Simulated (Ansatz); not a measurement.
# Na2SrAl4B4O14: the cost of one run

All numbers below are computed with Ansatz 0.2.0 (DFT PBE, plane waves, PAW, scalar-relativistic, no spin polarisation).

1 further run of the same task is left out (it didn't finish).

**1. The starting structure**

The cell holds 25 atoms (Al4B4Na2O14Sr): a = 4.953 Å, b = 4.953 Å, c = 15.990 Å, α = 90.00°, β = 90.00°, γ = 120.00°.

Its coordinates follow in the input file.

**2. Run 1**

200 steps of 1 fs under a Nosé-Hoover thermostat at 1500 K.

input.yaml

```yaml
accuracy: low
crystal:
  lattice:
    - [4.95289, 0.0, 0.0]
    - [-2.476445, 4.289329, 0.0]
    - [0.0, 0.0, 15.98952]
  atoms:
    - { symbol: Na, position: [0.0, 0.0, 0.294153] }
    - { symbol: Na, position: [0.0, 0.0, 0.521916] }
    - { symbol: Sr, position: [0.0, 0.0, 0.991116] }
    - { symbol: Al, position: [0.3333333, 0.6666667, 0.84939] }
    - { symbol: Al, position: [0.6666667, 0.3333333, 0.36089] }
    - { symbol: Al, position: [0.6666667, 0.3333333, 0.144585] }
    - { symbol: Al, position: [0.3333333, 0.6666667, 0.636662] }
    - { symbol: B, position: [0.3333333, 0.6666667, 0.390284] }
    - { symbol: B, position: [0.6666667, 0.3333333, 0.898331] }
    - { symbol: B, position: [0.6666667, 0.3333333, 0.596383] }
    - { symbol: B, position: [0.3333333, 0.6666667, 0.104992] }
    - { symbol: O, position: [0.6666667, 0.3333333, 0.251263] }
    - { symbol: O, position: [0.3333333, 0.6666667, 0.745123] }
    - { symbol: O, position: [0.611403, 0.031467, 0.593826] }
    - { symbol: O, position: [0.420064, 0.388597, 0.593826] }
    - { symbol: O, position: [0.968533, 0.579936, 0.593826] }
    - { symbol: O, position: [0.377231, 0.965753, 0.102796] }
    - { symbol: O, position: [0.588522, 0.622769, 0.102796] }
    - { symbol: O, position: [0.034247, 0.411478, 0.102796] }
    - { symbol: O, position: [0.359393, 0.9585, 0.388336] }
    - { symbol: O, position: [0.599107, 0.640607, 0.388336] }
    - { symbol: O, position: [0.0415, 0.400893, 0.388336] }
    - { symbol: O, position: [0.590241, 0.025174, 0.903347] }
    - { symbol: O, position: [0.434933, 0.409759, 0.903347] }
    - { symbol: O, position: [0.974826, 0.565067, 0.903347] }
basis:
  ecutwfc: 420.0
kpoints:
  mp_grid: { grid: [3, 3, 1] }
hamiltonian:
  xc: pbe
scf:
  occupations: { method: fermi_dirac, width: 0.05 }
  lower_state_search: "off"
  max_iter: 53
md:
  timestep: 1
  n_steps: 200
  ensemble: nvt_nose_hoover
  temperature: 1500.0
  initial_velocities: zero
  seed: 592260
  nose_hoover: { tau: 100.0, chain_length: 1 }
```

Launch:

```sh
$ ansatz run input.yaml --threads 2 --pin off --max-ram 5120MiB --backend cpu --events-out ev --progress --plain --runs-dir out
```

What time and memory should one allow on 2 threads of Intel Xeon Platinum 8488C (Sapphire Rapids), shared host?

About 8 min, with a peak of 0.91 GiB.
